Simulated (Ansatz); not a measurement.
# H5InO4Si: one species, many methods

One table from this session's results is given with a row withheld; the runs are named, their logs left out.

Method: functionals in def2-TZVPP, the program's frozen cores in correlated methods; program: Ansatz 0.2.0, Gaussian basis.

Plan: LDA (SPW92), PBE-D4, revPBE-D4, BLYP-D4, r2SCAN-D4, B97M-V, PBE0-D4, B3LYP-D4, r2SCANh-D4, r2SCAN0-D4, HSE06-D4, BHLYP-D4, CAM-B3LYP-D4, LC-ωPBE, ωB97X-V, ωB97M-V, B2PLYP, PBE-QIDH; CCSD(T)/def2-SVP; CCSD(T)/def2-TZVPP; MP2/def2-QZVPP; extrapolation to the limit; RPA on PBE.

### The relaxed structure

The geometry comes from an earlier relaxation with PBE0-D4 in a triple-zeta def2 set; it is a stationary point, not always the lowest conformer. In takes the def2 core potential; no spin-orbit term is included.

SMILES `O[Si](O)(O)[O][InH2]`, 11 atoms, charge 0, spin multiplicity 1.

Atoms are counted from 1 here; the program's logs count them from 0.

Bond lengths: O1–Si2 1.692 Å, O1–H7 0.959 Å, Si2–O3 1.634 Å, Si2–O4 1.632 Å, Si2–O5 1.591 Å, O3–H8 0.959 Å, O4–H9 0.958 Å, O5–In6 2.077 Å, In6–H10 1.707 Å, In6–H11 1.707 Å. Angles: Si2–O1–H7 118.8°, O1–Si2–O3 112.8°, O1–Si2–O4 103.8°, O1–Si2–O5 99.3°, O3–Si2–O4 105.7°, O3–Si2–O5 114.6°, O4–Si2–O5 120.2°, Si2–O3–H8 115.3°, Si2–O4–H9 116.4°, Si2–O5–In6 104.6°, O5–In6–H10 110.3°, O5–In6–H11 112.0°, H10–In6–H11 135.9°.

Set-up of the first run:

Contents of in.yaml:

```yaml
crystal:
  periodic: [false, false, false]
  atoms:
    - {symbol: O, position_ang: [0.020047, -0.933669, -0.784711]}
    - {symbol: Si, position_ang: [-0.212363, -0.191069, 0.718277]}
    - {symbol: O, position_ang: [0.596384, -0.938037, 1.926000]}
    - {symbol: O, position_ang: [-1.795106, -0.434367, 1.030638]}
    - {symbol: O, position_ang: [0.318127, 1.267187, 0.368114]}
    - {symbol: In, position_ang: [0.635046, 1.231757, -1.684639]}
    - {symbol: H, position_ang: [-0.553067, -1.661353, -1.033908]}
    - {symbol: H, position_ang: [1.483667, -0.612881, 2.086601]}
    - {symbol: H, position_ang: [-2.040486, -0.511675, 1.953295]}
    - {symbol: H, position_ang: [2.300572, 1.072378, -2.024467]}
    - {symbol: H, position_ang: [-0.752820, 1.711730, -2.555210]}
basis:
  gaussian: {orbitals: def2-TZVPP}
hamiltonian: {xc: lda}
output: {orbitals: {seedname: orbitals}}
```

Command:

```console
ansatz run in.yaml --threads 4 --pin off --events-out ev --progress --plain --max-ram 11315MiB
```

Steps of the session up to this table: LDA; PBE-D4 (GGA); revPBE-D4 (GGA); BLYP-D4 (GGA); r2SCAN-D4 (meta-GGA); B97M-V (meta-GGA); B3LYP-D4 (hybrid); r2SCANh-D4 (hybrid); r2SCAN0-D4 (hybrid); HSE06-D4 (hybrid); BHLYP-D4 (hybrid); CAM-B3LYP-D4 (range-separated); LC-ωPBE (range-separated); ωB97X-V (range-separated); ωB97M-V (range-separated); B2PLYP (double hybrid); PBE-QIDH (double hybrid).

One table of the session follows, with a row left open; its other results are not shown here.

It belongs to the step «Orbital energies across the functionals». 

| functional | HOMO (eV) | gap (eV) |
| --- | --- | --- |
| LDA (SPW92) | -6.68 | 4.88 |
| PBE-D4 | -6.52 | 4.96 |
| revPBE-D4 | -6.45 | 5.00 |
| BLYP-D4 | -6.41 | 4.89 |
| r2SCAN-D4 | -6.85 | 5.68 |
| B97M-V | -6.95 | 5.44 |
| PBE0-D4 | -7.96 | 7.12 |
| B3LYP-D4 | -7.74 | 6.63 |
| r2SCANh-D4 | -7.40 | 6.46 |
| r2SCAN0-D4 | ? | ? |
| HSE06-D4 | -7.56 | 6.37 |
| BHLYP-D4 | -9.26 | 9.01 |
| CAM-B3LYP-D4 | -9.37 | 9.27 |
| LC-ωPBE | -10.71 | 11.67 |
| ωB97X-V | -10.37 | 11.21 |
| ωB97M-V | -10.23 | 10.69 |

Q: Estimate the row for r2SCAN0-D4 from the others.

Worked estimate for «HOMO (eV)». Against the share of exact exchange, r2SCAN-D4 (0, -6.85), r2SCANh-D4 (0.1, -7.40) give a slope of -5.50 per unit share; at 0.25 the line stands at -8.22.

The run gave: HOMO (eV): -8.19; gap (eV): 7.60. In «HOMO (eV)» the line misses by -0.03.
